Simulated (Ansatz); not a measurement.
# C₂H₆Cl₂F₂O₂SSi₂: small, medium and large basis sets

Aim: see how fast density functionals converge with the basis set for C₂H₆Cl₂F₂O₂SSi₂.

Method: one geometry, several basis sets; program: Ansatz 0.2.0, Gaussian basis.

The runs, in order: PBE0-D4/def2-SVP; ωB97M-V/def2-SVP; PBE0-D4/def2-QZVPP; ωB97M-V/def2-QZVPP; the functionals' def2-TZVPP values are taken from earlier runs.

## 1. Structure used throughout

The geometry comes from an earlier relaxation with PBE0-D4 in a triple-zeta def2 set; it is a stationary point, not always the lowest conformer.

SMILES `CO[Si](F)(F)S[Si](Cl)(Cl)OC`, 17 atoms, charge 0, spin multiplicity 1.

Atoms are counted from 1 here; the program's logs count them from 0.

Bond lengths: C1–O2 1.417 Å, C1–H12 1.093 Å, C1–H13 1.090 Å, C1–H14 1.093 Å, O2–Si3 1.605 Å, Si3–F4 1.581 Å, Si3–F5 1.583 Å, Si3–S6 2.106 Å, S6–Si7 2.114 Å, Si7–Cl8 2.036 Å, Si7–Cl9 2.038 Å, Si7–O10 1.611 Å, O10–C11 1.416 Å, C11–H15 1.093 Å, C11–H16 1.089 Å, C11–H17 1.093 Å. Angles: O2–C1–H12 110.6°, O2–C1–H13 107.7°, O2–C1–H14 111.2°, H12–C1–H13 109.0°, H12–C1–H14 109.3°, H13–C1–H14 109.0°, C1–O2–Si3 127.2°, O2–Si3–F4 109.9°, O2–Si3–F5 111.7°, O2–Si3–S6 105.0°, F4–Si3–F5 105.2°, F4–Si3–S6 113.2°, F5–Si3–S6 112.0°, Si3–S6–Si7 98.7°, S6–Si7–Cl8 107.2°, S6–Si7–Cl9 112.5°, S6–Si7–O10 107.8°, Cl8–Si7–Cl9 107.1° and more.

Coordinates:

```xyz
17
charge 0, multiplicity 1
C    -0.31112    3.73544   -0.83358
O    -0.01727    2.77189    0.16317
Si   -0.12793    1.17556    0.03236
F    -1.48917    0.78761   -0.67309
F     1.00638    0.58443   -0.89993
S     0.01787    0.45572    2.00652
Si    0.48764   -1.55981    1.57632
Cl   -0.04106   -2.66183    3.20454
Cl    2.48335   -1.85003    1.27940
O    -0.33517   -1.98642    0.25887
C    -0.16064   -3.14061   -0.54295
H     0.46486    3.74107   -1.60322
H    -0.33992    4.71258   -0.35206
H    -1.28021    3.53905   -1.29952
H     0.88113   -3.24373   -0.85598
H    -0.79126   -3.02453   -1.42359
H    -0.46656   -4.03667    0.00304
```

## 2. PBE0-D4 in def2-SVP

File in.yaml:

```yaml
crystal:
  periodic: [false, false, false]
  atoms:
    - {symbol: C, position_ang: [-0.311121, 3.735439, -0.833580]}
    - {symbol: O, position_ang: [-0.017267, 2.771885, 0.163174]}
    - {symbol: Si, position_ang: [-0.127933, 1.175556, 0.032361]}
    - {symbol: F, position_ang: [-1.489175, 0.787613, -0.673087]}
    - {symbol: F, position_ang: [1.006375, 0.584427, -0.899928]}
    - {symbol: S, position_ang: [0.017870, 0.455720, 2.006520]}
    - {symbol: Si, position_ang: [0.487636, -1.559811, 1.576318]}
    - {symbol: Cl, position_ang: [-0.041059, -2.661832, 3.204536]}
    - {symbol: Cl, position_ang: [2.483348, -1.850029, 1.279401]}
    - {symbol: O, position_ang: [-0.335170, -1.986423, 0.258871]}
    - {symbol: C, position_ang: [-0.160641, -3.140613, -0.542955]}
    - {symbol: H, position_ang: [0.464856, 3.741070, -1.603225]}
    - {symbol: H, position_ang: [-0.339916, 4.712582, -0.352058]}
    - {symbol: H, position_ang: [-1.280213, 3.539046, -1.299521]}
    - {symbol: H, position_ang: [0.881127, -3.243734, -0.855980]}
    - {symbol: H, position_ang: [-0.791259, -3.024533, -1.423585]}
    - {symbol: H, position_ang: [-0.466558, -4.036666, 0.003039]}
basis:
  gaussian: {orbitals: def2-SVP}
hamiltonian: {xc: pbe0, dispersion: d4}
output: {orbitals: {seedname: orbitals}}
```

The runs that follow: ωB97M-V in def2-SVP; PBE0-D4 in def2-QZVPP; ωB97M-V in def2-QZVPP.

Q: Predict the results of all the runs planned. Wanted: PBE0-D4: double and triple zeta above quadruple; ωB97M-V: double and triple zeta above quadruple.

**Answer**, as computed:

| quantity | value |
| --- | --- |
| PBE0-D4: double and triple zeta above quadruple | 35.12, 2.26 eV |
| ωB97M-V: double and triple zeta above quadruple | 35.14, 2.13 eV |

In words: For PBE0-D4 the step from double to triple zeta gains 32.85 eV and the next only 2.26 eV. These are total energies; as a rule much of such shifts cancels in differences, which this series doesn't test. The LUMO of ωB97M-V is positive and keeps falling with the basis (2.36 to 1.51 eV): an unbound level that the basis holds in place.
